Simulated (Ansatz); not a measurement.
Predict the output of the script below (Ansatz 0.2.0, Python API).

Contents of `c2h7fosi.xyz`:
```text
12

O    -1.61000   -1.15150   -0.17510
C    -0.62810   -0.88820    0.76890
C     0.05680    0.44180    0.50830
F    -0.79190    1.43210    0.48030
Si    1.13580    0.54410   -1.02770
H    -2.21960   -0.29130   -0.18060
H     0.09050   -1.73420    0.74320
H    -1.06390   -0.85230    1.74820
H     0.73140    0.67260    1.42810
H     0.33760    0.42920   -2.23520
H     1.84820    1.85060   -1.03760
H     2.19000   -0.50810   -0.98680
```

`c2h7fosi.py`
```python
# -*- coding: utf-8 -*-
from dataclasses import dataclass
from pathlib import Path
import warnings

import ansatz as az
import numpy as np


@dataclass
class Settings:
    basis: str = 'def2-SVP'


settings = Settings()

warnings.simplefilter('ignore', az.DeckWarning)

geometry = az.Crystal.molecule_from_extxyz('c2h7fosi.xyz')

base = geometry.calculation().basis(gaussian=settings.basis)

print('functional    E (Ha)        dipole (D)   HOMO (eV)  LUMO (eV)')
for name in ['r2scan', 'r2scan0', 'hse06', 'pbe0', 'pbe', 'blyp']:
    report = base.functional(name).forces().orbitals().run(threads=1, pin='off', runs_dir='runs').report
    lines = Path(report['orbitals_path']).read_text().splitlines()
    field_of = lambda key: [line.split('=')[1].strip() for line in lines if line.startswith(key)]
    orbitals = [(27.211386 * float(e), s, float(n)) for e, s, n in zip(field_of('Ene='), field_of('Spin='), field_of('Occup='))]
    homo = max(e for e, _, n in orbitals if n > 0.5)
    lumo = min(e for e, _, n in orbitals if n < 0.5)
    dipole = 4.803205 * np.linalg.norm(report['charge_distribution']['dipole_moment_e_ang'])
    print(f'{name:10s} {report["free_energy_ev"] / 27.211386246:14.6f} {dipole:9.3f} {homo:11.3f} {lumo:10.3f}')
```

```console
$ python c2h7fosi.py
functional    E (Ha)        dipole (D)   HOMO (eV)  LUMO (eV)
r2scan        -544.491763     1.184      -6.422      0.521
r2scan0       -544.458849     1.237      -7.976      1.263
hse06         -544.239546     1.205      -7.298      0.649
pbe0          -544.258141     1.207      -7.705      1.030
pbe           -544.211241     1.137      -6.004      0.120
blyp          -544.565947     1.097      -5.888      0.199
```

The settings weren't tested for convergence. The geometry is a force-field or estimated start, not a minimum of this method, and the basis set is short of its limit. A lower total doesn't mark the better method: functionals have no common bound, and MP2 and coupled cluster aren't variational. Levels such as HOMO and LUMO are orbital energies: with these approximate functionals they aren't the ionisation energy and electron affinity, and their gap isn't the fundamental gap. hse06 follows the composition of plane-wave codes, whose totals differ by tens of mHa, up to about 0.1 Ha, from the form usual in Gaussian-basis programs (wpbeh). Timing: 25 s on 1 thread of Intel(R) Xeon(R) Processor @ 2.30GHz, on a shared host, peak memory 0.36 GiB.
